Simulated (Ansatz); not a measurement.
# CH3CuF3P: a ladder of functionals and wavefunction methods

One table from this session's results is given with a row withheld; the runs are named, their logs left out.

Method: functionals in def2-TZVPP, the program's frozen cores in correlated methods; program: Ansatz 0.2.0, Gaussian basis.

Plan: LDA (SPW92), PBE-D4, revPBE-D4, BLYP-D4, r2SCAN-D4, B97M-V, PBE0-D4, B3LYP-D4, r2SCANh-D4, r2SCAN0-D4, HSE06-D4, BHLYP-D4, CAM-B3LYP-D4, LC-ωPBE, ωB97X-V, ωB97M-V, B2PLYP, PBE-QIDH; CCSD(T)/def2-SVP; CCSD(T)/def2-TZVPP; MP2/def2-QZVPP; extrapolation to the limit; RPA on PBE.

## The relaxed structure

The geometry comes from an earlier relaxation with PBE0-D4 in a triple-zeta def2 set; it is a stationary point, not always the lowest conformer.

9 atoms, charge 0, spin multiplicity 1.

Atoms are counted from 1 here; the program's logs count them from 0.

Bond lengths: C1–Cu2 1.921 Å, C1–H7 1.095 Å, C1–H8 1.095 Å, C1–H9 1.095 Å, Cu2–P3 2.162 Å, P3–F4 1.551 Å, P3–F5 1.551 Å, P3–F6 1.551 Å. Angles: Cu2–C1–H7 111.2°, Cu2–C1–H8 111.2°, Cu2–C1–H9 111.2°, H7–C1–H8 107.7°, H7–C1–H9 107.7°, H8–C1–H9 107.7°, C1–Cu2–P3 180.0°, Cu2–P3–F4 118.4°, Cu2–P3–F5 118.4°, Cu2–P3–F6 118.4°, F4–P3–F5 99.3°, F4–P3–F6 99.3°, F5–P3–F6 99.3°.

Coordinates:

```xyz
9
CH3CuF3P
C    -0.24145   -1.71209    1.26474
Cu   -0.02463   -0.17691    0.13023
P     0.21892    1.55153   -1.14628
F    -0.61876    1.62987   -2.44973
F     1.62457    1.84171   -1.73515
F    -0.10007    2.95204   -0.56009
H     0.71999   -2.19521    1.46585
H    -0.89721   -2.45687    0.80267
H    -0.68136   -1.43408    2.22777
```

The first run:

in.yaml reads:

```yaml
crystal:
  periodic: [false, false, false]
  atoms:
    - {symbol: C, position_ang: [-0.241454, -1.712093, 1.264736]}
    - {symbol: Cu, position_ang: [-0.024634, -0.176911, 0.130228]}
    - {symbol: P, position_ang: [0.218919, 1.551528, -1.146276]}
    - {symbol: F, position_ang: [-0.618755, 1.629866, -2.449732]}
    - {symbol: F, position_ang: [1.624567, 1.841712, -1.735151]}
    - {symbol: F, position_ang: [-0.100068, 2.952043, -0.560087]}
    - {symbol: H, position_ang: [0.719989, -2.195205, 1.465848]}
    - {symbol: H, position_ang: [-0.897208, -2.456874, 0.802668]}
    - {symbol: H, position_ang: [-0.681356, -1.434076, 2.227765]}
basis:
  gaussian: {orbitals: def2-TZVPP}
hamiltonian: {xc: lda}
output: {orbitals: {seedname: orbitals}}
```

Command:

```
ansatz run in.yaml --threads 4 --pin off --events-out ev --progress --plain --max-ram 11315MiB
```

Among the steps run: LDA; PBE-D4 (GGA); revPBE-D4 (GGA); BLYP-D4 (GGA); r2SCAN-D4 (meta-GGA); B97M-V (meta-GGA); B3LYP-D4 (hybrid); r2SCANh-D4 (hybrid); r2SCAN0-D4 (hybrid); HSE06-D4 (hybrid); BHLYP-D4 (hybrid); CAM-B3LYP-D4 (range-separated); LC-ωPBE (range-separated); ωB97X-V (range-separated); ωB97M-V (range-separated); B2PLYP (double hybrid); PBE-QIDH (double hybrid).

One of the session's tables, all rows but one given; the rest of the session is left out.

It belongs to the step «Frontier levels by functional». 

```
  functional  HOMO (eV)  LUMO (eV)  gap (eV)
 LDA (SPW92)      -5.75      -2.57      3.18
      PBE-D4      -5.49      -2.29      3.20
   revPBE-D4      -5.38      -2.17      3.21
     BLYP-D4      -5.38      -2.17      3.22
   r2SCAN-D4      -5.58      -2.14      3.44
      B97M-V      -5.55      -2.16      3.39
     PBE0-D4      -6.48      -1.46      5.03
    B3LYP-D4      -6.34      -1.68      4.66
  r2SCANh-D4      -5.98      -1.83      4.15
  r2SCAN0-D4      -6.58      -1.37      5.21
    HSE06-D4      -6.07      -1.83      4.24
    BHLYP-D4      -7.39      -0.55      6.83
CAM-B3LYP-D4      -7.87      -0.40      7.47
     LC-ωPBE          ?          ?         ?
     ωB97X-V      -8.80       0.69      9.49
     ωB97M-V      -8.75       0.54      9.30
```

**Question.** Estimate the row for LC-ωPBE.

**Answer.** HOMO (eV): -9.21; LUMO (eV): 0.80; gap (eV): 10.01. In the column «HOMO (eV)» it is the lowest.
